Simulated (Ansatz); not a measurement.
# FGeH6NO: the cost of one run

All numbers below are computed with Ansatz 0.2.0 (RKS BHLYP/def2-SVP).

## (1) The starting structure

Bond lengths: Ge1–F3 1.680 Å, Ge1–H4 1.549 Å, Ge1–O5 1.769 Å, O5–H6 1.010 Å, Ge1–N7 2.210 Å, N7–H8 1.060 Å, N7–H9 1.060 Å. Angles: F3–Ge1–H4 109.5°, F3–Ge1–O5 109.5°, F3–Ge1–N7 67.2°, H4–Ge1–O5 109.5°, H4–Ge1–N7 176.6°, O5–Ge1–N7 72.8°, Ge1–O5–H6 109.5°, Ge1–N7–H8 120.0°, Ge1–N7–H9 120.0°, H8–N7–H9 120.0°.

Coordinates:

```xyz
10

Ge    0.0000    0.0000    0.0000
H     0.0000    0.0000    1.9000
F     1.5842    0.0000   -0.5594
H    -0.7300    1.2648   -0.5162
O    -0.8337   -1.4443   -0.5894
H    -1.2883   -1.9100    0.1830
N     1.1535   -1.7516    0.6969
H     0.7143   -2.7162    0.6800
H     2.1458   -1.6271    1.0480
H     0.5635   -0.8556    1.8310
```

## (2) A restrained relaxation towards end A

Springs on the bonds that form and break draw the guess towards this end; the thresholds are loose.

input.yaml

```yaml
crystal:
  periodic: [false, false, false]
  atoms:
    - { symbol: Ge, position_ang: [0.0, 0.0, 0.0] }
    - { symbol: H, position_ang: [0.0, 0.0, 1.9] }
    - { symbol: F, position_ang: [1.5842, 0.0, -0.5594] }
    - { symbol: H, position_ang: [-0.73, 1.2648, -0.5162] }
    - { symbol: O, position_ang: [-0.8337, -1.4443, -0.5894] }
    - { symbol: H, position_ang: [-1.2883, -1.91, 0.183] }
    - { symbol: "N", position_ang: [1.1535, -1.7516, 0.6969] }
    - { symbol: H, position_ang: [0.7143, -2.7162, 0.68] }
    - { symbol: H, position_ang: [2.1458, -1.6271, 1.048] }
    - { symbol: H, position_ang: [0.5635, -0.8556, 1.831] }
basis:
  gaussian: { orbitals: def2-SVP }
hamiltonian:
  xc: { name: BHLYP }
relax:
  f_tol: 0.15
  max_steps: 25
  restrain:
    - { distance: [0, 6], at: 3.11, k: 30.0 }
    - { distance: [9, 1], at: 1.86, k: 30.0 }
    - { distance: [0, 1], at: 1.55, k: 30.0 }
    - { distance: [9, 6], at: 1.06, k: 30.0 }
output:
  orbitals: {}
```

Launch:

```
$ ansatz run input.yaml --threads 2 --pin off --max-ram 3072MiB --backend cpu --events-out ev --progress --plain --runs-dir out
```

**Question.** How long does this run take on 2 threads of Intel Xeon Platinum 8259CL at 2.50GHz (Skylake/Cascade Lake), shared host, and how much memory does it need?

About 69 s, with a peak of 0.25 GiB.
